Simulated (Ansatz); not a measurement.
# H5OSbSi: inversion of the pyramid at Sb3

How high is the barrier for the inversion of the pyramid at Sb3? Relax the two ends, then run a nudged elastic band between them. SMILES of the start: [SiH3][O][SbH2].

All numbers below are computed with Ansatz 0.2.0 (RKS PBE-D4/def2-SVP).

### 1 The system as given

Bond lengths: Si1–O2 1.614 Å, O2–Sb3 1.969 Å, Si1–H4 1.465 Å, Si1–H5 1.467 Å, Si1–H6 1.457 Å, Sb3–H7 1.698 Å, Sb3–H8 1.707 Å. Angles: Si1–O2–Sb3 135.1°, O2–Si1–H4 110.9°, O2–Si1–H5 109.8°, O2–Si1–H6 101.1°, H4–Si1–H5 108.5°, H4–Si1–H6 113.2°, H5–Si1–H6 113.2°, O2–Sb3–H7 88.3°, O2–Sb3–H8 91.7°, H7–Sb3–H8 88.0°.

As a file:

```xyz
8

Si   -0.8311    1.0111   -0.3919
O     0.4734    0.2741    0.2087
Sb    1.4189   -1.4121   -0.1658
H    -1.9981    0.1264   -0.3447
H    -0.5904    1.3887   -1.7884
H    -0.9433    2.1561    0.5019
H     2.2323   -1.2244    1.3127
H     0.2383   -2.3199    0.6676
```

### 2 Relaxing end A

input.yaml reads:

```yaml
crystal:
  periodic: [false, false, false]
  atoms:
    - { symbol: Si, position_ang: [-0.83114, 1.01115, -0.39192] }
    - { symbol: O, position_ang: [0.47343, 0.27405, 0.20872] }
    - { symbol: Sb, position_ang: [1.41887, -1.41213, -0.16584] }
    - { symbol: H, position_ang: [-1.99814, 0.12644, -0.34471] }
    - { symbol: H, position_ang: [-0.59038, 1.38868, -1.78842] }
    - { symbol: H, position_ang: [-0.94326, 2.15611, 0.50185] }
    - { symbol: H, position_ang: [2.23228, -1.22441, 1.31272] }
    - { symbol: H, position_ang: [0.23833, -2.31989, 0.66761] }
basis:
  gaussian: { orbitals: def2-SVP }
hamiltonian:
  xc: pbe
  dispersion: d4
relax:
  f_tol: 0.015
  max_steps: 40
```

The run is started by

```
> ansatz run input.yaml --threads 1 --pin off --max-ram 2048MiB --backend cpu --events-out ev --progress --plain --runs-dir out
```

The log of the run (excerpt; [...] marks lines left out):

```text
Warning: RAYON_NUM_THREADS=1 ignored (pool sized by the plan → 1); use --threads N
[...]
Functional definition: PBE
[...]
945 factors; their error is unknown
[...]
mean field -16532.85302281 eV, -607.5711422181 hartree, gradient 1.2e-5 eV, S^2 0.000000; 0 other end points of the search recorded, 0 dependent functions left out
[...]
reference -16532.85306066 eV, -607.5711436090 hartree; 25, 25 occupied and 58, 58 virtual orbitals, 945 factors
relax step   1: F+E_penalty+E_count = -16533.02544709 eV  Δ(F+E_penalty+E_count) = +0.000e0 eV  max|allowed force component| = 1.167e0 eV/Å  Δτ_max = 0.0000 Å  (26 SCF iters, accepted)
[...]
relax step   4: F+E_penalty+E_count = -16533.27752028 eV  Δ(F+E_penalty+E_count) = -4.483e-3 eV  max|allowed force component| = 1.145e-1 eV/Å  Δτ_max = 0.0182 Å  (27 SCF iters, accepted)
[...]
relax step   7: F+E_penalty+E_count = -16533.28647752 eV  Δ(F+E_penalty+E_count) = -1.177e-3 eV  max|allowed force component| = 2.173e-2 eV/Å  Δτ_max = 0.0324 Å  (28 SCF iters, accepted)
[...]
relax step  10: F+E_penalty+E_count = -16533.28798971 eV  Δ(F+E_penalty+E_count) = -3.767e-4 eV  max|allowed force component| = 2.904e-2 eV/Å  Δτ_max = 0.0435 Å  (28 SCF iters, accepted)
[...]
relax step  12: F+E_penalty+E_count = -16533.28818741 eV  Δ(F+E_penalty+E_count) = -2.554e-5 eV  max|allowed force component| = 1.851e-2 eV/Å  Δτ_max = 0.0068 Å  (22 SCF iters, accepted)
[...]
relax step  13: F+E_penalty+E_count = -16533.28825908 eV  Δ(F+E_penalty+E_count) = -7.167e-5 eV  max|allowed force component| = 1.307e-2 eV/Å  Δτ_max = 0.0028 Å  (18 SCF iters, accepted)
945 factors; their error is unknown
mean field -16533.11942622 eV, -607.5809323627 hartree, gradient 8.8e-5 eV, S^2 0.000000; 1 other end points of the search recorded, 0 dependent functions left out
[...]
reference -16533.11946462 eV, -607.5809337737 hartree; 25, 25 occupied and 58, 58 virtual orbitals, 945 factors
Total energy: -16533.28829748 eV, -607.5871382669 hartree
Atom 0 at    -0.850338     1.048810    -0.349881 Å, force    -0.009724     0.005210    -0.004983 eV/Å
Atom 1 at     0.415230     0.296500     0.445202 Å, force     0.013070    -0.013008     0.001850 eV/Å
Atom 2 at     1.466131    -1.332643    -0.151593 Å, force    -0.003691     0.007075     0.001516 eV/Å
Atom 3 at    -2.133608     0.260552    -0.237251 Å, force     0.001571     0.000647    -0.000202 eV/Å
Atom 4 at    -0.563231     1.235506    -1.822764 Å, force    -0.000267    -0.000218     0.000589 eV/Å
Atom 5 at    -1.049081     2.396064     0.284523 Å, force    -0.000922     0.001531    -0.000147 eV/Å
Atom 6 at     2.360988    -1.387802     1.338012 Å, force     0.000102    -0.000281     0.000863 eV/Å
Atom 7 at     0.353899    -2.516987     0.493761 Å, force    -0.000139    -0.000956     0.000514 eV/Å
Dipole moment:     0.203685    -0.293119    -0.184079 e Å
```

Run time: 48 s. Hardware: 1 thread of Intel Xeon at 2.70GHz, shared host; peak memory 0.13 GiB.

The steps of the relaxation:

```csv
step,energy from step 1 (eV),largest force component (eV/Å)
1,0.0000,1.1670
2,-0.2126,0.7960
3,-0.2476,0.2840
4,-0.2521,0.1145
5,-0.2599,0.0612
6x,-0.2578,0.1718
7,-0.2610,0.0217
8,-0.2620,0.0277
9,-0.2622,0.0259
10,-0.2625,0.0290
11,-0.2627,0.0211
12,-0.2627,0.0185
13,-0.2628,0.0131
```

Step 1 is the start. 1 step was tried and not accepted (marked x).

After: Bond lengths: Si1–O2 1.673 Å, O2–Sb3 2.028 Å, Si1–H4 1.510 Å, Si1–H5 1.512 Å, Si1–H6 1.502 Å, Sb3–H7 1.739 Å, Sb3–H8 1.748 Å. Angles: Si1–O2–Sb3 127.8°, O2–Si1–H4 111.9°, O2–Si1–H5 112.0°, O2–Si1–H6 107.6°, H4–Si1–H5 107.4°, H4–Si1–H6 108.9°, H5–Si1–H6 109.0°, O2–Sb3–H7 92.3°, O2–Sb3–H8 96.1°, H7–Sb3–H8 89.4°.

### 3 End point B

The second end starts from a geometry with the move made by hand.

Edit input.yaml of step 2 so:

```diff
@@ -9,4 +9,4 @@
     - { symbol: H, position_ang: [-0.94326, 2.15611, 0.50185] }
-    - { symbol: H, position_ang: [2.23228, -1.22441, 1.31272] }
-    - { symbol: H, position_ang: [0.23833, -2.31989, 0.66761] }
+    - { symbol: H, position_ang: [2.59787, -0.50833, -0.98811] }
+    - { symbol: H, position_ang: [0.6075, -1.59679, -1.65578] }
 basis:
@@ -19 +19,3 @@
   max_steps: 40
+output:
+  orbitals: {}
```

The run is started by

```
> ansatz run input.yaml --threads 1 --pin off --max-ram 2048MiB --backend cpu --events-out ev --progress --plain --runs-dir out
```

The log of the run (excerpt; [...] marks lines left out):

```text
Warning: RAYON_NUM_THREADS=1 ignored (pool sized by the plan → 1); use --threads N
[...]
[... 1 set-up line as earlier in the session ...]
[...]
945 factors; their error is unknown
[...]
mean field -16532.83919996 eV, -607.5706342376 hartree, gradient 1.4e-5 eV, S^2 0.000000; 0 other end points of the search recorded, 0 dependent functions left out
[...]
reference -16532.83923725 eV, -607.5706356080 hartree; 25, 25 occupied and 58, 58 virtual orbitals, 945 factors
relax step   1: F+E_penalty+E_count = -16533.01571450 eV  Δ(F+E_penalty+E_count) = +0.000e0 eV  max|allowed force component| = 1.278e0 eV/Å  Δτ_max = 0.0000 Å  (26 SCF iters, accepted)
[...]
relax step   5: F+E_penalty+E_count = -16533.30945845 eV  Δ(F+E_penalty+E_count) = -1.046e-2 eV  max|allowed force component| = 5.603e-2 eV/Å  Δτ_max = 0.1556 Å  (27 SCF iters, accepted)
[...]
reference -16533.16508138 eV, -607.5826101590 hartree; 25, 25 occupied and 58, 58 virtual orbitals, 945 factors
Total energy: -16533.34144962 eV, -607.5890915720 hartree
Atom 0 at    -0.702865     1.051954    -0.358899 Å, force    -0.013277     0.008997    -0.007217 eV/Å
Atom 1 at     0.446953     0.208952     0.525409 Å, force     0.006399    -0.001359     0.004189 eV/Å
Atom 2 at     1.654083    -1.254586    -0.179864 Å, force    -0.001237    -0.001983    -0.007512 eV/Å
Atom 3 at    -1.762252     0.127422    -0.912089 Å, force     0.006553     0.007507     0.002663 eV/Å
Atom 4 at    -0.078804     1.786966    -1.522301 Å, force    -0.002874    -0.005457     0.007596 eV/Å
Atom 5 at    -1.347984     2.047245     0.565492 Å, force     0.003827    -0.008933    -0.007430 eV/Å
Atom 6 at     2.108719    -0.429471    -1.655652 Å, force    -0.004155    -0.003134     0.004822 eV/Å
Atom 7 at     0.416899    -2.099303    -1.086306 Å, force     0.004764     0.004362     0.002889 eV/Å
Dipole moment:     0.225805    -0.270654    -0.122000 e Å
```

Run time: 65 s. Hardware: 1 thread of Intel Xeon at 2.70GHz, shared host; peak memory 0.14 GiB.

The steps of the relaxation:

```csv
step,energy from step 1 (eV),largest force component (eV/Å)
1,0.0000,1.2780
2,-0.2433,0.8495
3,-0.2790,0.2850
4,-0.2833,0.0955
5,-0.2937,0.0560
6,-0.2957,0.1312
7,-0.2990,0.0768
8,-0.3084,0.0255
9,-0.3102,0.3366
10x,-0.2899,0.3209
11,-0.3207,0.0299
12,-0.3226,0.0690
13,-0.3239,0.0572
14,-0.3245,0.0590
15,-0.3251,0.0680
16x,-0.3248,0.1244
17,-0.3256,0.0140
18,-0.3257,0.0133
```

Step 1 is the start. 2 steps were tried and not accepted (marked x).

After: Bond lengths: Si1–O2 1.678 Å, O2–Sb3 2.024 Å, Si1–H4 1.511 Å, Si1–H5 1.511 Å, Si1–H6 1.504 Å, Sb3–H7 1.751 Å, Sb3–H8 1.751 Å. Angles: Si1–O2–Sb3 126.0°, O2–Si1–H4 111.5°, O2–Si1–H5 111.5°, O2–Si1–H6 107.6°, H4–Si1–H5 107.8°, H4–Si1–H6 109.2°, H5–Si1–H6 109.2°, O2–Sb3–H7 96.2°, O2–Sb3–H8 96.2°, H7–Sb3–H8 88.5°.

### 4 The band

crystal.atoms is end A as relaxed above, and neb.final_atoms is end B, turned to lie on A. With 9 inner images the band has 11 in all.

input.yaml reads:

```yaml
crystal:
  periodic: [false, false, false]
  atoms:
    - { symbol: Si, position_ang: [-0.850338, 1.04881, -0.349881] }
    - { symbol: O, position_ang: [0.41523, 0.2965, 0.445202] }
    - { symbol: Sb, position_ang: [1.466131, -1.332643, -0.151593] }
    - { symbol: H, position_ang: [-2.133608, 0.260552, -0.237251] }
    - { symbol: H, position_ang: [-0.563231, 1.235506, -1.822764] }
    - { symbol: H, position_ang: [-1.049081, 2.396064, 0.284523] }
    - { symbol: H, position_ang: [2.360988, -1.387802, 1.338012] }
    - { symbol: H, position_ang: [0.353899, -2.516987, 0.493761] }
basis:
  gaussian: { orbitals: def2-SVP }
hamiltonian:
  xc: pbe
  dispersion: d4
neb:
  order_check: false
  images: 9
  f_tol: 0.05
  max_iterations: 60
  initial_path: idpp
  final_atoms:
    - { symbol: Si, position_ang: [-0.70190227, 0.94188339, -0.24546158] }
    - { symbol: O, position_ang: [0.31351421, 0.48025645, 1.00776002] }
    - { symbol: Sb, position_ang: [1.37871041, -1.23793913, 1.10613333] }
    - { symbol: H, position_ang: [-1.83443212, -0.04110929, -0.43034245] }
    - { symbol: H, position_ang: [0.04335464, 1.0389444, -1.55632782] }
    - { symbol: H, position_ang: [-1.26877222, 2.29076933, 0.1015926] }
    - { symbol: H, position_ang: [1.97759017, -1.18316317, -0.5381907] }
    - { symbol: H, position_ang: [0.09192717, -2.28964199, 0.5548456] }
```

The run is started by

```
> ansatz run input.yaml --threads 1 --pin off --max-ram 2048MiB --backend cpu --events-out ev --progress --plain --runs-dir out
```

The log of the run (excerpt; [...] marks lines left out):

```text
Warning: RAYON_NUM_THREADS=1 ignored (pool sized by the plan → 1); use --threads N
[...]
[... 1 set-up line as earlier in the session ...]
[...]
945 factors; their error is unknown
[...]
mean field -16533.11943299 eV, -607.5809326115 hartree, gradient 1.6e-5 eV, S^2 0.000000; 0 other end points of the search recorded, 0 dependent functions left out
[...]
reference -16533.11947127 eV, -607.5809340184 hartree; 25, 25 occupied and 58, 58 virtual orbitals, 945 factors
945 factors; their error is unknown
[...]
mean field -16533.16501324 eV, -607.5826076550 hartree, gradient 3.3e-5 eV, S^2 0.000000; 0 other end points of the search recorded, 0 dependent functions left out
[...]
reference -16533.16505078 eV, -607.5826090344 hartree; 25, 25 occupied and 58, 58 virtual orbitals, 945 factors
NEB end point (image 0): max|allowed force component| = 1.292e-2 eV/Å (the criterion of neb.relax_end_points is 1.000e-2)
[...]
NEB iter  15: max|band force component| = 3.233e-2 eV/Å  barrier→ = 2.7193 eV  barrier← = 2.7724 eV  CI = image 5  Δτ_max = 0.0000 Å  (476 SCF iters)
Total energy: -16530.56898508 eV, -607.4872053795 hartree
Atom 0 at    -0.729300     1.035769    -0.459791 Å, force    -0.001117     0.000002    -0.000692 eV/Å
Atom 1 at     0.151795     0.498647     0.893302 Å, force     0.000810    -0.002045    -0.001793 eV/Å
Atom 2 at     0.994568    -1.323768     0.727546 Å, force     0.000808     0.000082     0.000582 eV/Å
Atom 3 at    -1.897244     0.134779    -0.762330 Å, force     0.001067    -0.000257     0.000051 eV/Å
Atom 4 at     0.136583     1.142409    -1.686997 Å, force     0.000174     0.000842     0.000042 eV/Å
Atom 5 at    -1.228487     2.400711    -0.069917 Å, force    -0.000529    -0.000063     0.001181 eV/Å
Atom 6 at     2.542555    -1.309649     0.110704 Å, force    -0.002155    -0.001134     0.000956 eV/Å
Atom 7 at     0.029519    -2.578897     1.247493 Å, force     0.000942     0.002575    -0.000327 eV/Å
Dipole moment:     0.107193    -0.328961    -0.129583 e Å
this run last wrote the band of iteration 15 to <dir>
```

Wall time 7 min (1 thread of Intel Xeon at 2.70GHz, shared host); peak memory 0.13 GiB.

### 5 The band, image by image

The 9 inner images lie between the fixed ends 0 and 10. Energy is taken from image 0, and the path length is the program's own coordinate along the band.

| image | path (Å) | energy (eV) | sum of angles at Sb3 (°) | band force (eV/Å) |
| --- | --- | --- | --- | --- |
| 0 | 0.000 | 0.0000 | 277.8 | - |
| 1 | 0.610 | 0.0008 | 277.4 | 0.022 |
| 2 | 1.219 | 0.0021 | 277.1 | 0.032 |
| 3 | 1.829 | 0.0531 | 282.3 | 0.019 |
| 4 | 2.438 | 0.6571 | 321.1 | 0.016 |
| 5* | 3.047 | 2.7193 | 360.0 | 0.003 |
| 6 | 3.365 | 1.6071 | 348.2 | 0.006 |
| 7 | 3.682 | 0.4064 | 319.8 | 0.006 |
| 8 | 3.999 | 0.0158 | 292.6 | 0.023 |
| 9 | 4.317 | -0.0396 | 283.6 | 0.014 |
| 10 | 4.634 | -0.0531 | 280.9 | - |

The star marks the climbing image.

image, energy (eV) and a bar:
```
        0      0.000 #
        1      0.001 #
        2      0.002 #
        3      0.053 #
        4      0.657 ########
        5      2.719 ##############################
        6      1.607 ##################
        7      0.406 #####
        8      0.016 #
        9     -0.040 
       10     -0.053
```

How the highest energy settled:

```csv
iteration,highest image above image 0 (eV),largest band force (eV/Å)
1,3.3168,2.936
3,2.7903,0.496
5,2.7558,0.170
7,2.7354,0.112
9,2.7232,0.280
11,2.7202,0.091
13,2.7194,0.080
15,2.7193,0.032
```

The band as a trajectory file:

```xyz
8
image=0 dE=0.0000
Si   -0.850    1.049   -0.350
O     0.415    0.296    0.445
Sb    1.466   -1.333   -0.152
H    -2.134    0.261   -0.237
H    -0.563    1.236   -1.823
H    -1.049    2.396    0.285
H     2.361   -1.388    1.338
H     0.354   -2.517    0.494
8
image=1 dE=0.0008
Si   -0.850    1.063   -0.392
O     0.308    0.209    0.465
Sb    1.310   -1.454   -0.131
H    -2.157    0.311   -0.490
H    -0.403    1.375   -1.802
H    -1.087    2.352    0.342
H     2.482   -1.297    1.144
H     0.396   -2.560    0.864
8
image=2 dE=0.0021
Si   -0.831    1.074   -0.433
O     0.212    0.152    0.501
Sb    1.120   -1.574   -0.066
H    -2.118    0.344   -0.741
H    -0.214    1.471   -1.755
H    -1.151    2.315    0.350
H     2.531   -1.265    0.904
H     0.451   -2.517    1.239
8
image=3 dE=0.0531
Si   -0.778    1.075   -0.411
O     0.154    0.225    0.704
Sb    0.882   -1.553    0.000
H    -1.977    0.261   -0.837
H     0.025    1.381   -1.655
H    -1.245    2.360    0.206
H     2.502   -1.285    0.579
H     0.436   -2.463    1.415
8
image=4 dE=0.6571
Si   -0.732    1.056   -0.405
O     0.159    0.418    0.904
Sb    0.837   -1.401    0.224
H    -1.888    0.156   -0.777
H     0.132    1.212   -1.637
H    -1.255    2.398    0.012
H     2.566   -1.286    0.335
H     0.181   -2.554    1.344
8
image=5 dE=2.7193
Si   -0.729    1.036   -0.460
O     0.152    0.499    0.893
Sb    0.995   -1.324    0.728
H    -1.897    0.135   -0.762
H     0.137    1.142   -1.687
H    -1.228    2.401   -0.070
H     2.543   -1.310    0.111
H     0.030   -2.579    1.247
8
image=6 dE=1.6071
Si   -0.733    1.037   -0.495
O     0.147    0.505    0.833
Sb    1.088   -1.267    1.017
H    -1.902    0.127   -0.763
H     0.136    1.092   -1.725
H    -1.216    2.411   -0.139
H     2.499   -1.344    0.044
H    -0.019   -2.561    1.228
8
image=7 dE=0.4064
Si   -0.730    1.016   -0.526
O     0.162    0.489    0.789
Sb    1.182   -1.185    1.285
H    -1.915    0.114   -0.761
H     0.121    1.039   -1.770
H    -1.206    2.407   -0.211
H     2.390   -1.384    0.005
H    -0.005   -2.496    1.190
8
image=8 dE=0.0158
Si   -0.704    0.970   -0.543
O     0.185    0.492    0.788
Sb    1.230   -1.096    1.461
H    -1.910    0.088   -0.763
H     0.123    0.964   -1.806
H    -1.179    2.377   -0.287
H     2.195   -1.428    0.026
H     0.060   -2.368    1.124
8
image=9 dE=-0.0396
Si   -0.657    0.928   -0.536
O     0.185    0.576    0.868
Sb    1.194   -1.052    1.509
H    -1.837    0.007   -0.737
H     0.218    0.832   -1.763
H    -1.161    2.339   -0.408
H     2.054   -1.380    0.019
H     0.004   -2.250    1.049
8
image=10 dE=-0.0531
Si   -0.639    1.002   -0.167
O     0.405    0.411    1.006
Sb    1.337   -1.385    0.975
H    -1.853    0.116   -0.324
H     0.038    1.099   -1.515
H    -1.080    2.373    0.264
H     1.847   -1.304   -0.698
H    -0.055   -2.312    0.459
```

### 6 Vibrations at the top

The geometry is the highest inner image of the first converged band.

input.yaml reads:

```yaml
crystal:
  periodic: [false, false, false]
  atoms:
    - { symbol: Si, position_ang: [-0.7293, 1.035769, -0.459791] }
    - { symbol: O, position_ang: [0.151795, 0.498647, 0.893302] }
    - { symbol: Sb, position_ang: [0.994568, -1.323768, 0.727546] }
    - { symbol: H, position_ang: [-1.897244, 0.134779, -0.76233] }
    - { symbol: H, position_ang: [0.136583, 1.142409, -1.686997] }
    - { symbol: H, position_ang: [-1.228487, 2.400711, -0.069917] }
    - { symbol: H, position_ang: [2.542555, -1.309649, 0.110704] }
    - { symbol: H, position_ang: [0.029519, -2.578897, 1.247493] }
basis:
  gaussian: { orbitals: def2-SVP }
hamiltonian:
  xc: pbe
  dispersion: d4
phonons: {}
```

The run is started by

```
> ansatz run input.yaml --threads 1 --pin off --max-ram 2048MiB --backend cpu --events-out ev --progress --plain --runs-dir out
```

The log of the run (excerpt; [...] marks lines left out):

```text
Warning: RAYON_NUM_THREADS=1 ignored (pool sized by the plan → 1); use --threads N
[...]
[... 1 set-up line as earlier in the session ...]
[...]
945 factors; their error is unknown
[...]
mean field -16530.39723171 eV, -607.4808935596 hartree, gradient 1.1e-5 eV, S^2 0.000000; 1 other end points of the search recorded, 0 dependent functions left out
[...]
reference -16530.39726854 eV, -607.4808949130 hartree; 25, 25 occupied and 58, 58 virtual orbitals, 945 factors
[...]
945 factors; their error is unknown
mean field -16530.39711096 eV, -607.4808891223 hartree, gradient 1.4e-6 eV, S^2 0.000000; 0 other end points of the search recorded, 0 dependent functions left out
[...]
reference -16530.39714779 eV, -607.4808904757 hartree; 25, 25 occupied and 58, 58 virtual orbitals, 945 factors
[...]
945 factors; their error is unknown
[...]
mean field -16530.39716302 eV, -607.4808910354 hartree, gradient 7.6e-7 eV, S^2 0.000000; 0 other end points of the search recorded, 0 dependent functions left out
[...]
WARN: phonons: modes at or below zero, which the zero-point energy, F, S and C_V leave out: 1, the lowest at -1259.53 cm⁻¹. A minimum has none, and a first-order saddle one
[...]
Total energy: -16530.56896400 eV, -607.4872046051 hartree
Atom 0 at    -0.729300     1.035769    -0.459791 Å, force    -0.001191    -0.000227    -0.000663 eV/Å
Atom 1 at     0.151795     0.498647     0.893302 Å, force     0.001030    -0.002046    -0.001885 eV/Å
Atom 2 at     0.994568    -1.323768     0.727546 Å, force     0.000664     0.000168     0.000710 eV/Å
Atom 3 at    -1.897244     0.134779    -0.762330 Å, force     0.001042    -0.000250     0.000094 eV/Å
Atom 4 at     0.136583     1.142409    -1.686997 Å, force     0.000201     0.000861     0.000088 eV/Å
Atom 5 at    -1.228487     2.400711    -0.069917 Å, force    -0.000525    -0.000019     0.001156 eV/Å
Atom 6 at     2.542555    -1.309649     0.110704 Å, force    -0.002074    -0.001055     0.000937 eV/Å
Atom 7 at     0.029519    -2.578897     1.247493 Å, force     0.000852     0.002569    -0.000438 eV/Å
Dipole moment:     0.107193    -0.328959    -0.129586 e Å
Vibrations: -1259.53 140.57 142.42 166.60 445.68 502.72 634.49 678.98 690.39 847.44 901.71 903.22 946.92 2045.12 2116.45 2154.73 2160.80 2169.06 cm⁻¹, zero-point energy 1.093993 eV
```

Wall time 88 s (1 thread of Intel Xeon at 2.70GHz, shared host); peak memory 0.13 GiB.

Of 18 modes, 1 is imaginary by more than 30 cm⁻¹ (1260i cm⁻¹).

### 7 Results

| quantity | value |
| --- | --- |
| end A | 11 moves, 0.263 eV lower |
| end B | 15 moves, 0.326 eV lower |
| barrier forwards | 2.72 eV |
| barrier backwards | 2.77 eV |
| second end relative to first | -0.053 eV |
| highest image | 5 of 0 to 10, climbing |
| band iterations | 15 |
| imaginary modes at the top | 1260i cm⁻¹ |

In words: The top lies 2.72 eV above the first end, or 105 kT at room temperature. The second end lies 0.053 eV below the first, so the way back costs 2.77 eV. One imaginary mode, as a first-order saddle point has. These are electronic energies, with no zero-point or thermal terms.
